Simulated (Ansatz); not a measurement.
# LiHgW: the cost of one run

Method: DFT PBE, scalar-relativistic, plane waves, PAW, in Ansatz 0.2.0.

**1. The system as given**

It takes space group P-6m2 (No. 187, hexagonal). The conventional cell has a = 4.077 Å, b = 4.077 Å, c = 4.069 Å, α = 90.00°, β = 90.00°, γ = 120.00°. Li (site symmetry -6m2) is surrounded by 3 Hg at 2.35 Å. Hg (site symmetry -6m2) has 3 Li at 2.35 Å as nearest neighbours. W (site symmetry -6m2) is surrounded by 6 Li at 3.11 Å and 6 Hg at 3.11 Å.

As a file:

```cif
data_structure
_symmetry_space_group_name_H-M 'P 1'
_symmetry_Int_Tables_number 1
_cell_length_a 4.0769
_cell_length_b 4.0769
_cell_length_c 4.0686
_cell_angle_alpha 90.000
_cell_angle_beta 90.000
_cell_angle_gamma 120.000
_cell_volume 58.57
loop_
_atom_site_label
_atom_site_type_symbol
_atom_site_fract_x
_atom_site_fract_y
_atom_site_fract_z
_atom_site_occupancy
Li1 Li 0.00000 0.00000 0.50000 1
Hg1 Hg 0.33333 0.66667 0.50000 1
W1 W 0.66667 0.33333 0.00000 1
```

A structure generator made this guess: species swapped into a database cell of TbZnSi (P-6m2, No. 187), with W on the Tb sites, Li on the Zn sites and Hg on the Si sites. The dimensions are guesses.

**2. A first look at the guess**

File input.yaml:

```yaml
crystal:
  lattice:
    - [4.0769459, 0.0, 0.0]
    - [-2.03847295, 3.53073872, 0.0]
    - [0.0, 0.0, 4.06864724]
  atoms:
    - { symbol: Li, position: [0.0, 0.0, 0.5] }
    - { symbol: Hg, position: [0.33333333, 0.66666667, 0.5] }
    - { symbol: W, position: [0.66666667, 0.33333333, 0.0] }
basis:
  ecutwfc: 420
kpoints:
  mp_grid: { grid: [6, 6, 4] }
hamiltonian:
  xc: pbe
scf:
  occupations: { method: gaussian, width: 0.1 }
  lower_state_search: "off"
output:
  forces: true
  stress: true
  eigenvalues: true
```

On the command line:

```bash
$ ansatz run input.yaml --threads 1 --pin off --max-ram 2048MiB --backend cpu --events-out ev --progress --plain --runs-dir out
```

**Question.** How long does this run take on 1 thread of Arm Neoverse V1, shared host, and how much memory does it need?

About 2.5 s, with a peak of 0.33 GiB.
